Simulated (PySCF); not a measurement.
**LaP: bond curves at several levels of theory**

The task here is to estimate one member of a computed series from the others.

Method: La x2c-SVPall, P x2c-SVPall, spin-free X2C with a Gaussian nucleus; program: PySCF 2.14.0.

Set-up of the first run:

Settings of the job:

```json
{
  "atoms": "La, P",
  "charge": "0",
  "basis": "La x2c-SVPall, P x2c-SVPall",
  "Hamiltonian": "spin-free X2C with a Gaussian nucleus",
  "basis functions": "84",
  "electrons treated": "72",
  "masses in u": "138.9063, 30.9738",
  "levels": "PBE0, PBE, r²SCAN, TPSSh, BLYP, ωB97X, HF, MP2, SCS-MP2, CCSD, CCSD(T)",
  "grid": "80 radial by 434 angular points",
  "occupations": "held fixed by the projection of orbital angular momentum",
  "dissociation limit": "La + P, each in its ground configuration",
  "starting distance in angstrom": "2.447",
  "values of 2S to try": "0, 2, 4"
}
```

Command:

```sh
$ OMP_NUM_THREADS=2 python dia.py task.json out
```

Among the steps run: The job; First curve: PBE0; Other states along the same grid; PBE; r²SCAN; TPSSh; BLYP (GGA); ωB97X (range-separated hybrid); RHF; MP2 and coupled cluster.

One table of the session follows, with a row left open; its other results are not shown here.

Differences from CCSD(T) in the same basis:

```
      level  Re (mÅ)  ωe (%)
        RHF      -50   +13.9
    RHF-MP2       -1    -0.7
RHF-SCS-MP2       +2    -0.8
   RHF-CCSD      -30    +6.8
        PBE      -27    +4.6
       BLYP       +3    -0.3
     r²SCAN      -40    +8.9
      TPSSh      -37    +7.8
       PBE0        ?       ?
      ωB97X      -94   +17.5
```

Estimate the missing values for PBE0.

The run gave: Re (mÅ): -54; ωe (%): +10.9. In the column «Re (mÅ)» it lies between ωB97X (-94) and RHF (-50).
